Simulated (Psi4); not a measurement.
**BGeNH6 (SMILES B[NH][GeH3]): B3LYP/6-31G(d) (spherical functions)**

Aim: the vertical ionisation energy of BGeNH6 at B3LYP/6-31G* (spherical functions), from 2 runs. 

The results are computed with Psi4 1.11.

2 further runs of the same task are left out: 2 set aside as unsound or not needed.

### 1 The molecule

BGeNH6: 9 atoms, total charge 0, spin state singlet. As SMILES, `B[NH][GeH3]`. Geometry: relaxed at PBE0-D4/def2-TZVP.

Bond lengths: B1–N2 1.392 Å, N2–Ge3 1.854 Å, B1–H4 1.199 Å, B1–H5 1.199 Å, N2–H6 1.010 Å, Ge3–H7 1.538 Å, Ge3–H8 1.530 Å, Ge3–H9 1.538 Å. Some angles: B1–N2–Ge3 126.2°, B1–N2–H6 117.9°, Ge3–N2–H6 115.9°, N2–B1–H4 119.2°, N2–B1–H5 119.6°, N2–Ge3–H7 109.1°, N2–Ge3–H8 106.5°, N2–Ge3–H9 109.1°, H4–B1–H5 121.2°, H7–Ge3–H8 111.5°.

### 2 A single-point energy at B3LYP/6-31G(d) (spherical functions)

The input, calc.py:

```python
import psi4

psi4.set_memory(1600000000)
psi4.set_num_threads(1)
psi4.set_output_file('output.dat', False)

m = psi4.geometry("""
0 1
B
N 1 1.391923
Ge 2 1.853587 1 126.22471
H 1 1.199334 2 119.19094 3 -0.01862
H 1 1.199186 4 121.24037 2 179.9922
H 2 1.009785 1 117.87217 5 -0.01467
H 3 1.538344 2 109.09844 6 -59.52297
H 3 1.529696 7 111.48374 2 117.29301
H 3 1.538234 8 111.50349 7 -122.22673
symmetry c1
""")

options = {'basis': '6-31G*', 'puream': True, 'e_convergence': 1e-09, 'd_convergence': 1e-08, 'scf_type': 'pk', 'dft_radial_points': 99, 'dft_spherical_points': 590}
psi4.set_options(options)

E, wfn = psi4.energy('b3lyp', return_wfn=True)
psi4.oeprop(wfn, 'LOWDIN_CHARGES', 'MULLIKEN_CHARGES', 'WIBERG_LOWDIN_INDICES', title='B3LYP')
print(f'total energy {E:.8f} hartree = {E * 27.211386:.5f} eV')
```

Command:

```console
$ python calc.py
```

output.dat:

```text
[...]
  Running in c1 symmetry.
[...]
  Nuclear repulsion =  177.534477274152778
[...]
  Multiplicity = 1
[...]
  Nalpha       = 25
  Nbeta        = 25
[...]
    Number of basis functions: 72
[...]
   @RKS iter   1: -2158.45549636362875   -2.07855e+00   3.80388e-02 DIIS/ADIIS
[...]
   @RKS iter  11: -2159.99901719446234   -5.00222e-12   4.66931e-09 DIIS
[...]
    Orbital Energies [Eh]
    ---------------------
    Doubly Occupied:
       1A   -398.743116     2A    -49.820749     3A    -44.344397
       4A    -44.344106     5A    -44.344074     6A    -14.325230
       7A     -6.726229     8A     -6.252018     9A     -4.423376
      10A     -4.422017    11A     -4.421769    12A     -1.228861
      13A     -1.226498    14A     -1.226031    15A     -1.223750
      16A     -1.223514    17A     -0.851120    18A     -0.570976
      19A     -0.519270    20A     -0.428333    21A     -0.373810
      22A     -0.364996    23A     -0.351033    24A     -0.304291
      25A     -0.287814
[...]
  @RKS Final Energy: -2159.99901719446234
   => Energetics <=
    Nuclear Repulsion Energy =            177.5344772741527777
    One-Electron Energy =               -3357.9899620023479656
    Two-Electron Energy =                1094.7687794210389711
    DFT Exchange-Correlation Energy =     -74.3123118873060662
    Empirical Dispersion Energy =           0.0000000000000000
    VV10 Nonlocal Energy =                  0.0000000000000000
    Total Energy =                      -2159.9990171944623398
[...]
 Multipole Moments:
 ------------------------------------------------------------------------------------
     Multipole            Electronic (a.u.)      Nuclear  (a.u.)        Total (a.u.)
 ------------------------------------------------------------------------------------
 L = 1.  Multiply by 2.5417464519 to convert [e a0] to [Debye]
 Dipole X            :         -0.0008210            0.0006512           -0.0001698
 Dipole Y            :         -4.3545013            4.3892256            0.0347244
 Dipole Z            :          6.0843102           -5.3559039            0.7284062
 Magnitude           :                                                    0.7292335
[...]
  Mulliken Charges: (a.u.)
   Center  Symbol    Alpha    Beta     Spin     Total
       1     B     2.43949  2.43949  0.00000  0.12101
       2     N     3.76755  3.76755  0.00000 -0.53510
       3    GE    15.95566 15.95566  0.00000  0.08868
       4     H     0.52510  0.52510  0.00000 -0.05021
       5     H     0.52333  0.52333  0.00000 -0.04666
       6     H     0.33653  0.33653  0.00000  0.32693
       7     H     0.48803  0.48803  0.00000  0.02393
       8     H     0.47629  0.47629  0.00000  0.04741
       9     H     0.48800  0.48800  0.00000  0.02399
   Total alpha = 25.00000, Total beta = 25.00000, Total charge = -0.00000
[...]
```

The script printed:

```text
total energy -2159.99901719 hartree = -58776.56702 eV
```

It took 9.6 s on 1 thread of Intel Xeon 6975P-C (Granite Rapids), shared host; peak memory 1.1 GiB.

### 3 The doublet cation: energy and gradient at UB3LYP/6-31G(d) (spherical functions)

The input, bgeh6n.in:

```
memory 1600 mb

molecule {
  1 2
  B     -1.65162063     1.18958260    -2.19756251
  N     -0.04403062     1.29843082    -0.11848583
  Ge     1.25704582    -1.43883747     1.63763666
  H     -2.30149745    -0.83280230    -2.98765700
  H     -2.36045690     3.11237893    -3.16491331
  H      0.47980146     3.02053824     0.51495037
  H      4.16042104    -1.35077623     1.52104056
  H      0.21712953    -3.80817609     0.34884344
  H      0.41063749    -1.27745486     4.41383331
  units au
  symmetry c1
}

set {
  basis 6-31G*
  reference uks
  puream true
  e_convergence 1e-09
  d_convergence 1e-08
  scf_type pk
  dft_radial_points 99
  dft_spherical_points 590
  maxiter 100
}

E, wfn = gradient("b3lyp", return_wfn=True)
oeprop(wfn, "MULLIKEN_CHARGES", "MAYER_INDICES", "LOWDIN_CHARGES", title="B3LYP")
print_variables()
```

Command:

```console
$ psi4 -n 1 bgeh6n.in bgeh6n.out
```

bgeh6n.out (excerpt; [...] marks lines left out):

```text
[...]
  Running in c1 symmetry.
[...]
  Nuclear repulsion =  177.534512199236900
[...]
  Multiplicity = 2
[...]
  Nalpha       = 25
  Nbeta        = 24
[...]
    Number of basis functions: 72
[...]
   @UKS iter   1: -2158.10582465778771   -1.72888e+00   3.78552e-02 ADIIS/DIIS
[...]
   @UKS iter  21: -2159.62218464095531   -7.73070e-12   4.33072e-09 DIIS
[...]
   @S^2 Observed:                7.576048210E-01
[...]
  @UKS Final Energy: -2159.62218464095531
   => Energetics <=
    Nuclear Repulsion Energy =            177.5345121992369002
    One-Electron Energy =               -3345.7642853521465440
    Two-Electron Energy =                1082.6672754303663169
    DFT Exchange-Correlation Energy =     -74.0596869184117708
    Empirical Dispersion Energy =           0.0000000000000000
    VV10 Nonlocal Energy =                  0.0000000000000000
    Total Energy =                      -2159.6221846409553109
[...]
 Multipole Moments:
[...]
  -Total Gradient:
     Atom            X                  Y                   Z
    ------   -----------------  -----------------  -----------------
       1        0.056246092833     0.002974040386     0.072805859536
       2       -0.039584660614    -0.006466430891    -0.051139310338
       3       -0.000946694636     0.036142580302    -0.002241457330
       4       -0.003384590378    -0.004784478195    -0.004160931863
       5       -0.003417195892     0.004277936523    -0.004662959238
       6       -0.004153932645    -0.014482052455    -0.004865203117
       7       -0.006887720027    -0.007538117048    -0.000763314480
       8        0.001324884849    -0.002471678556     0.001764076613
       9        0.000808618963    -0.007657012226    -0.006730400432
[...]
  Mulliken Charges: (a.u.)
   Center  Symbol    Alpha    Beta     Spin     Total
       1     B     2.44767  2.39710  0.05057  0.15524
       2     N     4.04227  3.30189  0.74038 -0.34416
       3    GE    15.90100 15.94144 -0.04044  0.15756
       4     H     0.46317  0.46718 -0.00401  0.06965
       5     H     0.45827  0.46206 -0.00379  0.07966
       6     H     0.27660  0.30000 -0.02341  0.42340
       7     H     0.48892  0.34544  0.14348  0.16564
       8     H     0.43335  0.43920 -0.00585  0.12745
       9     H     0.48874  0.34568  0.14306  0.16557
   Total alpha = 25.00000, Total beta = 24.00000, Total charge =  1.00000
[...]
```

Run time: 27 s. Hardware: 1 thread of Intel Xeon 6975P-C (Granite Rapids), shared host; peak memory 1.1 GiB.

### 4 What came out

Level: B3LYP/6-31G* (spherical functions).

```
                                          quantity           value
                      singlet BGeNH6: total energy  -2159.99902 Eh
                     singlet BGeNH6: dipole moment          1.85 D
                       singlet BGeNH6: HOMO energy        -7.83 eV
                       singlet BGeNH6: LUMO energy         0.35 eV
                     singlet BGeNH6: HOMO–LUMO gap         8.18 eV
                      doublet cation: total energy  -2159.62218 Eh
doublet cation: HOMO energy (highest over α and β)       -14.33 eV
 doublet cation: LUMO energy (lowest over α and β)       -12.67 eV
                              doublet cation: ⟨S²⟩           0.758
          doublet cation: largest force on an atom      4.733 eV/Å
vertical ionisation energy (to the doublet cation)       10.254 eV
```

What this shows: Removing an electron at fixed nuclei costs 10.25 eV (989 kJ/mol). −ε(HOMO) before ionisation, 7.83 eV, is 2.42 eV below this ionisation energy. Mulliken charges (singlet BGeNH6) run from -0.54 on N2 to +0.33 on H6; they depend strongly on the basis. Mulliken charges (doublet cation) run from -0.34 on N2 to +0.42 on H6; they depend strongly on the basis.
